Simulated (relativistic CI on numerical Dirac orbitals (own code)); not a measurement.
**Hf³⁺: L2,3 absorption multiplets**

Aim: the L2,3 absorption spectrum of Hf³⁺ in 4 surroundings, from the same atomic integrals.

The numbers are computed with relativistic CI on numerical Dirac orbitals (own code) version 1 (Dirac-Coulomb-Breit CI, KLI orbitals optimised for each configuration, model QED (radiative potential, 1s self-energy scaled to tabulated hydrogen-like ionisation energies), multiplet model of core-to-valence dipole absorption in a parametric crystal field), except any that are marked as measured or tabulated.

## (1) The system

```
ion                                            : Hf³⁺ (Hf IV)
nuclear charge                                 : 72
electrons                                      : 69
configurations                                 : [Xe] 4f14 5d → [He] 2s2 2p5 3s2 3p6 3d10 4s2 4p6 4d10 4f14 5s2 5p6 5d2
magnetising field for the dichroism, Lz and Sz : exchange field 10 meV on Sz; these come from the lowest magnetised state alone (0 K)
temperature of the isotropic spectrum          : 300 K
widths                                         : Lorentz 3 eV, Gauss 1 eV
surrounding 1                                  : D3d, 10Dq = 27450, Dsigma = -570, Dtau = -410 cm⁻¹
surrounding 2                                  : D4h, 10Dq = 14150, Ds = 90, Dt = -150 cm⁻¹
surrounding 3                                  : Oh, 10Dq = 19950 cm⁻¹
surrounding 4                                  : D3d, 10Dq = 21300, Dsigma = 430, Dtau = -10 cm⁻¹
```

## (2) Surrounding 1: D3d, 10Dq = 27450, Dsigma = -570, Dtau = -410

Settings of the run:

```ini
atom Hf  Z=72  charge=3  electrons=69
nucleus A=180  rms_radius_fm=5.3470
hamiltonian dirac-coulomb  breit=on  qed=on  c_scale=1
orbitals kli  potential=per-configuration
slater_scale 1
correlation none
mixing on
configurations
  [Xe] 4f14 5d
  [He] 2s2 2p5 3s2 3p6 3d10 4s2 4p6 4d10 4f14 5s2 5p6 5d2
end
absorption L2,3 T=300 lorentz=3.0 gauss=1
crystal_field D3d 10Dq=27450 Dsigma=-570 Dtau=-410
```

## (3) Surrounding 2: D4h, 10Dq = 14150, Ds = 90, Dt = -150

Changes to the settings of step 2:

```diff
@@ -12,2 +12,2 @@
 absorption L2,3 T=300 lorentz=3.0 gauss=1
-crystal_field D3d 10Dq=27450 Dsigma=-570 Dtau=-410
+crystal_field D4h 10Dq=14150 Ds=90 Dt=-150
```

## (4) Surrounding 3: Oh, 10Dq = 19950

Changes to the settings of step 3:

```diff
@@ -12,2 +12,2 @@
 absorption L2,3 T=300 lorentz=3.0 gauss=1
-crystal_field D4h 10Dq=14150 Ds=90 Dt=-150
+crystal_field Oh 10Dq=19950
```

## (5) Surrounding 4: D3d, 10Dq = 21300, Dsigma = 430, Dtau = -10

Changes to the settings of step 4:

```diff
@@ -12,2 +12,2 @@
 absorption L2,3 T=300 lorentz=3.0 gauss=1
-crystal_field Oh 10Dq=19950
+crystal_field D3d 10Dq=21300 Dsigma=430 Dtau=-10
```

(Steps that only read results are left out.)

What does the calculation give? Wanted: highest peak, first run; ground spin; share of the lower edge; core spin-orbit splitting.

As calculated:

| surrounding | ground S | Lz (0 K) | Sz (0 K) | centroid (eV) | share of the lower edge | up to four highest peaks (% of the highest), eV |
| --- | --- | --- | --- | --- | --- | --- |
| 1: D3d | 0.50 | 1.09 | -0.50 | 9882.88 | 0.727 | 9562.0 (100), 10738.0 (38) |
| 2: D4h | 0.50 | 0.99 | -0.49 | 9878.09 | 0.731 | 9561.0 (100), 10738.5 (35) |
| 3: Oh | 0.50 | 0.99 | -0.49 | 9880.20 | 0.729 | 9561.0 (100), 10738.5 (36) |
| 4: D3d | 0.50 | 0.06 | -0.31 | 9881.76 | 0.728 | 9561.5 (100), 10738.5 (36) |

```
                                 quantity           value
                  highest peak, first run       9562.0 eV
      ground spin (effective S from ⟨S²⟩)            0.50
                  share of the lower edge  0.727 to 0.731
core spin-orbit splitting (without Breit)      1204.57 eV
```

**Reading.** The lower edge takes 0.73 of the intensity in surrounding 1, above the statistical 0.67. The position of the maximum differs by up to 1.0 eV between the surroundings, by shifts of peaks or by peaks exchanging rank. Edge positions are free-ion values and differ from those in solids by a few eV or more.
